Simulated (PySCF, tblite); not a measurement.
**Al3N4H6 radical, a small gas-phase stand-in for a defect centre (aluminium nitride ring): EPR parameters**

Aim: the EPR parameters of `[NH][Al]1[NH][AlH][NH][AlH][NH]1`. It is drawn as: nitrogen radical.

Computed with tblite 0.8.0 and PySCF 2.14.0; each step states its level. No surroundings beyond the atoms listed, unless a continuum is named. Atoms count from 0, parts from 1.

### Step 1. Starting point

13 atoms, charge 0, multiplicity 2; geometry: distance geometry start.

### Step 2. Geometry optimisation with GFN2-xTB

What the job is given:

```
{"job": {"kind": "relax", "xc": "GFN2-xTB", "basis": "xTB"}, "charge": 0, "multiplicity": 2}
N     -1.967556     1.071282    -1.645121
Al    -2.073707     2.157747    -0.058646
N     -1.838759     1.201720     1.602826
Al    -0.523163    -0.147068     1.602905
N     -0.375163    -1.217603     0.026112
Al    -1.594940    -0.778456    -1.378331
N     -3.111286    -1.980160    -1.558211
H     -2.627181     1.298919    -2.369807
H     -1.435065     3.520281    -0.130158
H     -2.711293     1.024181     2.124991
H     -0.368722    -0.921665     2.943910
H      0.567854    -1.432709    -0.261304
H     -3.846058    -2.101224    -0.859201
```

Level: GFN2-xTB geometry optimisation, gas phase.

The run is started by

```
OMP_NUM_THREADS=1 python cluster_run.py task.json out
```

This one command runs all jobs of the session in turn.

The program printed:

```text
step      E/eV     max force
  0    -488.80918    2.743
  1    -489.22892    2.114
  2    -489.82520    2.674
  3    -490.00771    1.026
  4    -490.14089    0.613
  5    -490.21890    0.422
  6    -490.23836    0.393
  7    -490.25757    0.350
  8    -490.27568    0.449
  9    -490.30380    0.461
 10    -490.32520    0.358
 11    -490.34237    0.258
 12    -490.35209    0.327
 13    -490.36258    0.273
 14    -490.37264    0.304
 15    -490.38245    0.285
 16    -490.39031    0.316
 17    -490.39831    0.319
 18    -490.40431    0.274
 19    -490.40989    0.149
 20    -490.41186    0.149
 21    -490.41411    0.131
 22    -490.41650    0.147
 23    -490.41922    0.171
 24    -490.42142    0.122
 25    -490.42331    0.190
 26    -490.42468    0.086
 27    -490.42557    0.087
 28    -490.42622    0.088
 29    -490.42698    0.078
 30    -490.42796    0.100
 31    -490.42919    0.126
 32    -490.43030    0.120
 33    -490.43113    0.087
 34    -490.43189    0.078
 35    -490.43293    0.107
 36    -490.43434    0.123
 37    -490.43593    0.150
 38    -490.43719    0.107
 39    -490.43802    0.065
 40    -490.43872    0.060
 41    -490.43970    0.122
 42    -490.44129    0.174
 43    -490.44346    0.174
 44    -490.44571    0.154
 45    -490.44770    0.123
 46    -490.44959    0.106
 47    -490.45161    0.143
 48    -490.45388    0.140
 49    -490.45673    0.189
 50    -490.46113    0.257
 51    -490.46473    0.510
 52    -490.47224    0.359
 53    -490.47928    0.254
 54    -490.48207    0.568
 55    -490.48560    0.165
 56    -490.48751    0.211
 57    -490.49030    0.191
 58    -490.49585    0.296
 59    -490.50187    0.346
 60    -490.50540    0.389
 61    -490.50605    0.274
 62    -490.50996    0.126
 63    -490.51253    0.187
 64    -490.51722    0.359
 65    -490.52476    0.343
 66    -490.53549    0.284
 67    -490.54504    0.224
 68    -490.54951    0.520
 69    -490.53926    0.644
 70    -490.55420    0.371
 71    -490.55806    0.143
 72    -490.56154    0.246
 73    -490.56579    0.208
 74    -490.57206    0.171
 75    -490.58066    0.141
 76    -490.58582    0.182
 77    -490.58878    0.137
 78    -490.59132    0.104
 79    -490.59315    0.083
 80    -490.59430    0.079
 81    -490.59521    0.088
 82    -490.59615    0.075
 83    -490.59701    0.092
 84    -490.59780    0.094
 85    -490.59900    0.097
 86    -490.59986    0.087
 87    -490.60066    0.063
 88    -490.60134    0.059
 89    -490.60189    0.048
 90    -490.60226    0.047
 91    -490.60262    0.059
 92    -490.60319    0.083
 93    -490.60419    0.092
 94    -490.60566    0.125
 95    -490.60715    0.121
 96    -490.60815    0.089
 97    -490.60873    0.082
 98    -490.60928    0.066
 99    -490.60998    0.094
100    -490.61068    0.075
101    -490.61129    0.067
102    -490.61191    0.063
103    -490.61283    0.096
104    -490.61415    0.126
105    -490.61594    0.131
106    -490.61766    0.101
107    -490.61885    0.077
108    -490.61968    0.060
109    -490.62020    0.069
110    -490.62060    0.059
111    -490.62096    0.059
112    -490.62132    0.058
113    -490.62158    0.059
114    -490.62186    0.049
115    -490.62212    0.051
116    -490.62246    0.061
117    -490.62283    0.064
118    -490.62315    0.040
119    -490.62333    0.028
120    -490.62340    0.022
121    -490.62344    0.017
122    -490.62348    0.015
123    -490.62355    0.017
124    -490.62363    0.015
125    -490.62369    0.016
126    -490.62373    0.015
127    -490.62375    0.015
128    -490.62379    0.015
129    -490.62383    0.023
130    -490.62388    0.024
131    -490.62392    0.015
132    -490.62395    0.008
```

It took 2.3 s on 1 thread of Intel Xeon 6975P-C, shared host.

Step by step:

| step | energy from step 0 (eV) | largest force (eV/Å) |
| --- | --- | --- |
| 0 | 0.0000 | 2.7425 |
| 5 | -1.4097 | 0.4215 |
| 10 | -1.5160 | 0.3574 |
| 15 | -1.5733 | 0.2854 |
| 20 | -1.6027 | 0.1493 |
| 25 | -1.6141 | 0.1901 |
| 30 | -1.6188 | 0.0997 |
| 35 | -1.6237 | 0.1069 |
| 40 | -1.6295 | 0.0594 |
| 45 | -1.6385 | 0.1230 |
| 50 | -1.6519 | 0.2563 |
| 55 | -1.6764 | 0.1646 |
| 60 | -1.6962 | 0.3888 |
| 65 | -1.7156 | 0.3428 |
| 70 | -1.7450 | 0.3715 |
| 75 | -1.7715 | 0.1411 |
| 80 | -1.7851 | 0.0789 |
| 85 | -1.7898 | 0.0969 |
| 90 | -1.7931 | 0.0466 |
| 95 | -1.7980 | 0.1206 |
| 100 | -1.8015 | 0.0749 |
| 105 | -1.8068 | 0.1308 |
| 110 | -1.8114 | 0.0591 |
| 115 | -1.8129 | 0.0505 |
| 120 | -1.8142 | 0.0225 |
| 125 | -1.8145 | 0.0164 |
| 130 | -1.8147 | 0.0234 |
| 132 | -1.8148 | 0.0075 |

Distances of close pairs at the start and the end, largest changes first:

| bond | before (Å) | after (Å) | change (Å) |
| --- | --- | --- | --- |
| Al5–N6 | 1.943 | 1.757 | -0.186 |
| N0–Al1 | 1.926 | 1.801 | -0.125 |
| Al1–N2 | 1.931 | 1.812 | -0.120 |
| Al3–N4 | 1.912 | 1.805 | -0.107 |
| N0–Al5 | 1.906 | 1.824 | -0.082 |
| N4–Al5 | 1.911 | 1.831 | -0.081 |
| N2–Al3 | 1.884 | 1.808 | -0.076 |
| Al3–H10 | 1.556 | 1.525 | -0.031 |

### Step 3. Relaxing the molecule at PBE0-D3(BJ)/def2-SVP

What the job is given:

```
{"job": {"xc": "PBE0", "basis": "def2-SVP", "d3": "d3bj", "grid": 2, "kind": "geom", "shake": 0.01}, "charge": 0, "multiplicity": 2}
N     -0.736028     0.815055    -1.186503
Al    -0.311578     2.043696     0.064577
N      0.546814     1.443367     1.526765
Al     0.985673    -0.310187     1.700589
N      0.429431    -1.450101     0.386835
Al    -0.441353    -0.949465    -1.139661
N     -0.908985    -2.048208    -2.427225
H     -1.229524     1.135849    -2.041065
H     -0.646491     3.530842    -0.069425
H      0.834215     2.095579     2.280498
H      1.696266    -0.851216     2.926704
H      0.640448    -2.435022     0.510978
H     -0.848680    -3.037563    -2.525662
```

The program printed:

```text
step   0  E = -949.08756778  max force = 0.035938
step   1  E = -949.09459314  max force = 0.007130
step   2  E = -949.09536220  max force = 0.003633
step   3  E = -949.09577167  max force = 0.002286
step   4  E = -949.09586024  max force = 0.002172
step   5  E = -949.09594528  max force = 0.001170
step   6  E = -949.09597650  max force = 0.000537
step   7  E = -949.09598493  max force = 0.000619
step   8  E = -949.09604092  max force = 0.001588
step   9  E = -949.09608877  max force = 0.006348
step  10  E = -949.09625300  max force = 0.003812
step  11  E = -949.09650072  max force = 0.002807
step  12  E = -949.09563273  max force = 0.006445
step  13  E = -949.09711877  max force = 0.000758
step  14  E = -949.09715138  max force = 0.000495
step  15  E = -949.09716893  max force = 0.000257
step  16  E = -949.09717346  max force = 0.000189
optimisation converged
```

It took 4.6 min on 1 thread of Intel Xeon 6975P-C, shared host; peak memory 0.8 GiB.

Step by step: (the energy doesn't fall at every step)

| step | energy from step 0 (eV) | largest force component (eV/Å) |
| --- | --- | --- |
| 0 | 0.0000 | 1.8480 |
| 1 | -0.1912 | 0.3666 |
| 2 | -0.2121 | 0.1868 |
| 3 | -0.2232 | 0.1176 |
| 4 | -0.2256 | 0.1117 |
| 5 | -0.2280 | 0.0602 |
| 6 | -0.2288 | 0.0276 |
| 7 | -0.2290 | 0.0318 |
| 8 | -0.2306 | 0.0817 |
| 9 | -0.2319 | 0.3264 |
| 10 | -0.2363 | 0.1960 |
| 11 | -0.2431 | 0.1443 |
| 12 | -0.2195 | 0.3314 |
| 13 | -0.2599 | 0.0390 |
| 14 | -0.2608 | 0.0255 |
| 15 | -0.2613 | 0.0132 |
| 16 | -0.2614 | 0.0097 |

Distances of close pairs at the start and the end, largest changes first:

| bond | before (Å) | after (Å) | change (Å) |
| --- | --- | --- | --- |
| Al3–H10 | 1.517 | 1.586 | +0.069 |
| Al5–N6 | 1.756 | 1.814 | +0.058 |
| Al1–H8 | 1.530 | 1.586 | +0.056 |
| N4–Al5 | 1.827 | 1.791 | -0.036 |
| Al3–N4 | 1.826 | 1.792 | -0.034 |
| N6–H12 | 0.996 | 1.023 | +0.027 |
| N2–Al3 | 1.816 | 1.794 | -0.022 |
| N0–H7 | 1.038 | 1.017 | -0.020 |

The end geometry stands in the next job.

| at the end point | value |
| --- | --- |
| point group (found at 0.08 Å tolerance) | Cs |
| rotational constants (GHz, main isotopes) | 2.186, 1.256, 0.799 |
| dipole moment (D) | 1.25 |
| ⟨S²⟩ | 0.754 |

### Step 4. EPR parameters: B3LYP/IGLO-III+pcH-1

What the job is given:

```
{"job": {"kind": "epr"}, "charge": 0, "multiplicity": 2}
N     -0.692135     0.823162    -1.190498
Al    -0.397686     1.988283     0.138683
N      0.402784     1.297757     1.587847
Al     0.933878    -0.406835     1.760730
N      0.578239    -1.458764     0.354216
Al    -0.245554    -0.910734    -1.138743
N     -0.468225    -1.997415    -2.574329
H     -1.130421     1.178231    -2.037146
H     -0.817375     3.514747     0.040375
H      0.583316     1.926471     2.367451
H      1.662504    -0.944677     3.062751
H      0.873690    -2.430635     0.409767
H     -1.272617    -2.596972    -2.773686
```

Level: UKS B3LYP, IGLO-III on Al N, pcH-1 on H, non-relativistic, mean-field spin-orbit, GIAO.

The program printed:

```text
UKS, coarse grid
  cycle   1  E = -950.03059738  |g| = 7.68e-01
  cycle   2  E = -949.37874317  |g| = 1.38e+00
  cycle   3  E = -950.27891085  |g| = 1.11e-01
  cycle   4  E = -950.28277433  |g| = 7.50e-02
  cycle   5  E = -950.28518688  |g| = 9.16e-03
  cycle   6  E = -950.28522041  |g| = 4.03e-03
  cycle   7  E = -950.28522627  |g| = 2.55e-03
  cycle   8  E = -950.28522886  |g| = 5.30e-04
UKS, final grid
  cycle   1  E = -950.28521324  |g| = 7.00e-04
  cycle   2  E = -950.28521278  |g| = 1.27e-03
  cycle   3  E = -950.28521347  |g| = 1.05e-04
  cycle   4  E = -950.28521348  |g| = 4.49e-05
  cycle   5  E = -950.28521348  |g| = 3.42e-05
  cycle   6  E = -950.28521348  |g| = 1.03e-05
E = -950.28521348 Eh   <S^2> = 0.7536 (exact 0.7500)
g shifts (ppm)      1          2          3
  rmc          -195       -195       -195
  gc             -4         44         38
  oz_so          68       1764      11246
  total        -130       1614      11089
hyperfine (MHz)  atom isotope    a_iso     a_fc   dipolar eigenvalues
    0   14N       1.78       1.78     -0.75     -0.69      1.44
    1  27Al       2.99       2.99     -0.68     -0.61      1.28
    2   14N      -0.05      -0.05     -0.06     -0.01      0.07
    3  27Al       2.92       2.93     -0.67     -0.60      1.27
    4   14N       1.77       1.77     -0.74     -0.69      1.43
    5  27Al     -50.38     -50.42     -2.93      1.33      1.60
    6   14N      26.99      26.78    -41.63    -39.74     81.36
    7    1H       0.17       0.17     -3.07     -1.59      4.66
    8    1H       1.65       1.65     -0.39     -0.35      0.74
    9    1H      -0.05      -0.05     -0.34     -0.28      0.62
   10    1H       1.63       1.63     -0.39     -0.35      0.74
   11    1H       0.14       0.14     -3.04     -1.58      4.62
   12    1H     -57.24     -57.48    -51.80     -8.11     59.91
```

Run time: 73 s. Hardware: 1 thread of Intel Xeon 6975P-C, shared host; peak memory 1.4 GiB.

Principal g values 2.00219, 2.00393, 2.01341; g(iso) = 2.00651, against 2.00232 for a free electron.

Mean a(iso) over the nuclei that a row names, and the largest dipolar term of the row (other rows stand at the frozen geometry):

| nuclei | isotope | a(iso) (MHz) | a(iso) (G, at g = 2.0023) | largest dipolar term (MHz) |
| --- | --- | --- | --- | --- |
| H12 | 1H | -57.2 | -20.4 | 59.9 |
| Al5 | 27Al | -50.4 | -18.0 | -2.9 |
| N6 | 14N | 27.0 | 9.6 | 81.4 |
| Al1, Al3 | 27Al | 3.0 | 1.1 | 1.3 |
| N0, N4 | 14N | 1.8 | 0.6 | 1.4 |
| H8, H10 | 1H | 1.6 | 0.6 | 0.7 |
| H7, H11 | 1H | 0.2 | 0.1 | 4.7 |
| N2 | 14N | -0.1 | 0.0 | 0.1 |
| H9 | 1H | 0.0 | 0.0 | 0.6 |

Mulliken spin populations:

N0 0.01; Al1 0.00; N2 0.00; Al3 0.00; N4 0.01; Al5 -0.01; N6 1.03; H7 0.00; H8 0.00; H9 0.00; H10 0.00; H11 0.00; H12 -0.04

In first order the couplings over 0.8 MHz of 1H, 27Al, 14N give 5928 distinct lines over 143.8 G, if the averaged nuclei exchange fast; the same motion can average rows kept apart here too.

### Step 5. EPR parameters: BHandHLYP/IGLO-III+pcH-1

The job, as its differences from that of step 4:

```diff
@@ -1,2 +1,2 @@
-{"job": {"kind": "epr"}, "charge": 0, "multiplicity": 2}
+{"job": {"kind": "epr", "xc": "BHandHLYP"}, "charge": 0, "multiplicity": 2}
 N     -0.692135     0.823162    -1.190498
```

With the program's defaults for keys left out, this is: UKS BHandHLYP, IGLO-III on Al N, pcH-1 on H, non-relativistic, mean-field spin-orbit, GIAO.

The program printed:

```text
UKS, coarse grid
  cycle   1  E = -949.93228357  |g| = 5.98e-01
  cycle   2  E = -949.87018525  |g| = 7.21e-01
  cycle   3  E = -950.09581326  |g| = 4.82e-02
  cycle   4  E = -950.09698865  |g| = 2.61e-02
  cycle   5  E = -950.09729711  |g| = 5.46e-03
  cycle   6  E = -950.09732325  |g| = 1.84e-03
  cycle   7  E = -950.09732734  |g| = 6.73e-04
UKS, final grid
  cycle   1  E = -950.09731751  |g| = 4.38e-04
  cycle   2  E = -950.09731768  |g| = 3.87e-04
  cycle   3  E = -950.09731776  |g| = 1.59e-04
  cycle   4  E = -950.09731781  |g| = 8.23e-05
  cycle   5  E = -950.09731782  |g| = 2.32e-05
E = -950.09731782 Eh   <S^2> = 0.7546 (exact 0.7500)
g shifts (ppm)      1          2          3
  rmc          -195       -195       -195
  gc             -7         44         37
  oz_so          92       1711      13275
  total        -109       1560      13117
hyperfine (MHz)  atom isotope    a_iso     a_fc   dipolar eigenvalues
    0   14N       1.65       1.65     -0.59     -0.54      1.13
    1  27Al       2.32       2.32     -0.52     -0.46      0.97
    2   14N      -0.04      -0.04     -0.05     -0.02      0.07
    3  27Al       2.26       2.27     -0.51     -0.45      0.96
    4   14N       1.63       1.63     -0.59     -0.53      1.12
    5  27Al     -56.20     -56.24     -2.75      0.76      1.99
    6   14N      35.83      35.57    -41.32    -39.22     80.54
    7    1H       0.29       0.30     -2.91     -1.77      4.68
    8    1H       0.89       0.89     -0.38     -0.35      0.73
    9    1H      -0.03      -0.03     -0.33     -0.28      0.61
   10    1H       0.88       0.88     -0.38     -0.35      0.72
   11    1H       0.26       0.26     -2.88     -1.76      4.63
   12    1H     -65.38     -65.67    -53.01     -8.36     61.38
```

It took 74 s on 1 thread of Intel Xeon 6975P-C, shared host; peak memory 1.4 GiB.

In short: g(iso) 2.00718.

### Step 6. Comparing the runs: EPR parameters

g, ⟨S²⟩ and isotropic hyperfine couplings (MHz), with basis size and wall time:

| run | g(iso) | ⟨S²⟩ | 1H H12 | 27Al Al5 | 14N N6 | 27Al Al1 (mean) | 14N N0 (mean) | functions | time |
| --- | --- | --- | --- | --- | --- | --- | --- | --- | --- |
| B3LYP/IGLO-III+pcH-1 | 2.00651 | 0.754 | -57.2 | -50.4 | 27.0 | 3.0 | 1.8 | 332 | 73 s |
| BHandHLYP/IGLO-III+pcH-1 | 2.00718 | 0.755 | -65.4 | -56.2 | 35.8 | 2.3 | 1.6 | 332 | 74 s |

### Step 7. What came out

| quantity | value |
| --- | --- |
| point group | Cs |
| rotational constants (main isotopes) | 2.19, 1.26, 0.80 GHz |
| g(iso) (B3LYP) | 2.00651 |
| ⟨S²⟩ | 0.754 (exact 0.75) |
| largest a(iso) (averaged by class) | 1H on H12, -57.2 MHz |

What this shows: The start of the PBE0/def2-SVP relaxation was shaken at random by about 0.01 Å, so part of the energy gained, and of the first lengths quoted, undoes that. The optimisation took 16 steps and gained 0.261 eV; among the close pairs (by a distance rule), Al3–H10 changed most, from 1.517 to 1.586 Å (PBE0/def2-SVP). No frequency check was run at this level, so the end point may be a saddle. Most of the unpaired spin sits on N6 (1.03 e). The isotropic g lies 4.2 ppt above the free-electron value. The coupling of 1H on H12 runs from -65.4 (BHandHLYP/IGLO-III+pcH-1) to -57.2 MHz (B3LYP/IGLO-III+pcH-1). A capped cluster stands for the solid here, so long-range fields and strain are missing, and bands or shifts of the capping hydrogens have no counterpart in it.
